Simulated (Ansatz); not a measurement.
**YLuAs2: the cell at several levels of theory**

Cell and atoms of an ordered 4-atom cell of YLuAs2 on the rocksalt lattice (R-3m) are relaxed in turn with PBE and r2SCAN. This is a trial cell built on a prototype, not taken from a measured structure, and it needn't be the compound's ground state.

Code: Ansatz 0.2.0. PAW datasets, plane waves, zero pressure. (Calculated; spin-unpolarised; the phase may be known or hypothetical.)

## Step 1: Starting point

This is the cell as the run starts from it, not yet at rest; its lengths are not the crystal's.

It is trigonal, R-3m (No. 166); a = 4.526 Å, c = 22.172 Å in the conventional setting, 32.77 Å³ an atom. Y has 6 As at 3.20 Å; Lu has 6 As at 3.20 Å; As has 3 Y at 3.20 Å and 3 Lu at 3.20 Å.

Structure file:

Space group R-3m:H (No. 166). a = 4.526 Å, b = 4.526 Å, c = 22.172 Å, α = 90.00°, β = 90.00°, γ = 120.00°
```
atom  site  symmetry       x       y       z
   Y    3a       -3m  0.0000  0.0000  0.0000
  Lu    3b       -3m  0.3333  0.6667  0.1667
  As    6c        3m  0.0000  0.0000  0.2500
```

## Step 2: Relaxation with PBE

input.yaml

```yaml
crystal:
  lattice:
    - [2.2628898387, 1.3064800575, 7.3905672652]
    - [-2.2628898387, 1.3064800575, 7.3905672652]
    - [0.0, -2.612960115, 7.3905672652]
  atoms:
    - { symbol: "Y", position: [1.0, 0.0, 0.0] }
    - { symbol: Lu, position: [0.5, 0.5, 0.5] }
    - { symbol: As, position: [0.25, 0.25, 0.25] }
    - { symbol: As, position: [0.75, 0.75, 0.75] }
kpoints:
  mp_grid: { grid: [6, 6, 6] }
hamiltonian:
  xc: pbe
scf:
  occupations: { method: fermi_dirac, width: 0.02 }
relax:
  f_tol: 0.005
  cell: {}
output:
  write_density: true
  write_potential: true
  elf: true
  volumetric_format: npy
```

Launch:

```console
$ ansatz run input.yaml --threads 2 --pin off --max-ram 2211MiB --backend cpu --events-out ev --progress --plain --runs-dir out
```

Further steps of the session: Relaxing with r2SCAN.

**Question.** What will these runs give? Wanted: for each run, a; c; volume; space group; SCF geometries.

The runs gave:

| level | a (Å) | c (Å) | volume (Å³/atom) | space group | SCF geometries |
| --- | --- | --- | --- | --- | --- |
| PBE | 4.075 | 19.947 | 23.909 | R-3m | 7 |
| r2SCAN | 4.070 | 19.898 | 23.792 | R-3m | 6 |

In words: The first relaxation changed the volume by -27.0 % from the start. The volume runs from r2SCAN (least) to PBE (most), a spread of 0.5 %, or 0.2 % in length if all axes shared it alike.
